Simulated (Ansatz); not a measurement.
Write a Python script for the Python package of Ansatz (0.2.0) that makes a ladder of methods at one geometry of CH6BNOSe, SMILES NCB(O)[SeH]. Use (for the species named): Hartree-Fock, def2-SVP basis, multiplicity 1. The script varies functional: hf, pbe0, lc_wpbe, r2scan, cam_b3lyp, r2scan0.

```yaml
atoms:
  - { symbol: N, position_ang: [-1.3173, 0.4770, 0.7618] }
  - { symbol: C, position_ang: [-0.0377, 0.0153, 1.0785] }
  - { symbol: B, position_ang: [0.7634, -0.3696, -0.2455] }
  - { symbol: O, position_ang: [2.1114, 0.3420, -0.5497] }
  - { symbol: Se, position_ang: [0.1607, -1.8616, -1.4528] }
  - { symbol: H, position_ang: [-1.9013, -0.2063, 0.2442] }
  - { symbol: H, position_ang: [-1.2471, 1.3473, 0.1141] }
  - { symbol: H, position_ang: [-0.0886, -0.8615, 1.7210] }
  - { symbol: H, position_ang: [0.5247, 0.8146, 1.6856] }
  - { symbol: H, position_ang: [1.7587, 1.0924, -1.0925] }
  - { symbol: H, position_ang: [-0.6615, -0.8466, -2.2440] }
```

`run_methods.py`:
```python
# -*- coding: utf-8 -*-
"""CH6BNOSe at several levels of theory."""

from pathlib import Path
import logging
import sys

import ansatz as az
import numpy as np

logging.basicConfig(stream=sys.stdout, format="%(name)s: %(message)s")
logger = logging.getLogger("run")
logger.setLevel(logging.INFO)

GEOMETRY = """
N    -1.31730    0.47700    0.76180
C    -0.03770    0.01530    1.07850
B     0.76340   -0.36960   -0.24550
O     2.11140    0.34200   -0.54970
Se    0.16070   -1.86160   -1.45280
H    -1.90130   -0.20630    0.24420
H    -1.24710    1.34730    0.11410
H    -0.08860   -0.86150    1.72100
H     0.52470    0.81460    1.68560
H     1.75870    1.09240   -1.09250
H    -0.66150   -0.84660   -2.24400
"""

system = az.Crystal.molecule()
for line in GEOMETRY.strip().splitlines():
    symbol, *xyz = line.split()
    system = system.atom(symbol, [float(v) for v in xyz])

job = system.calculation().basis(gaussian="def2-SVP")

logger.info("functional    E (Ha)        dipole (D)   HOMO (eV)  LUMO (eV)")
for name in ["hf", "pbe0", "lc_wpbe", "r2scan", "cam_b3lyp", "r2scan0"]:
    report = job.functional(name).forces().orbitals().run(threads=1, backend="cpu", runs_dir="runs").report
    lines = Path(report["orbitals_path"]).read_text().splitlines()
    field_of = lambda key: [line.split("=")[1].strip() for line in lines if line.startswith(key)]
    orbitals = [(27.211386 * float(e), s, float(n)) for e, s, n in zip(field_of("Ene="), field_of("Spin="), field_of("Occup="))]
    homo = max(e for e, _, n in orbitals if n > 0.5)
    lumo = min(e for e, _, n in orbitals if n < 0.5)
    dipole = 4.803205 * np.linalg.norm(report["charge_distribution"]["dipole_moment_e_ang"])
    logger.info(f"{name:10s} {report['free_energy_ev'] / 27.211386246:14.6f} {dipole:9.3f} {homo:11.3f} {lumo:10.3f}")
```

```console
$ python run_methods.py
run: functional    E (Ha)        dipole (D)   HOMO (eV)  LUMO (eV)
run: hf           -2594.754188     2.362      -9.556      2.071
run: pbe0         -2597.150920     2.412      -6.529     -1.657
run: lc_wpbe      -2597.211021     2.396      -9.277      0.654
run: r2scan       -2597.544058     2.471      -5.412     -2.290
run: cam_b3lyp    -2597.687251     2.331      -7.882     -0.450
run: r2scan0      -2597.509919     2.455      -6.742     -1.496
```

Reading the output:
- Total energies depend on the basis set; only differences at equal settings carry meaning.
- The geometry is a force-field or estimated start, not a minimum of this method, and the basis set is short of its limit. A lower total doesn't mark the better method: functionals have no common bound, and MP2 and coupled cluster aren't variational.
- Levels such as HOMO and LUMO are orbital energies: with these approximate functionals they aren't the ionisation energy and electron affinity, and their gap isn't the fundamental gap.
- Run time: 42 s on 1 thread of Arm Neoverse V1 (shared host), peak memory 0.4 GiB.
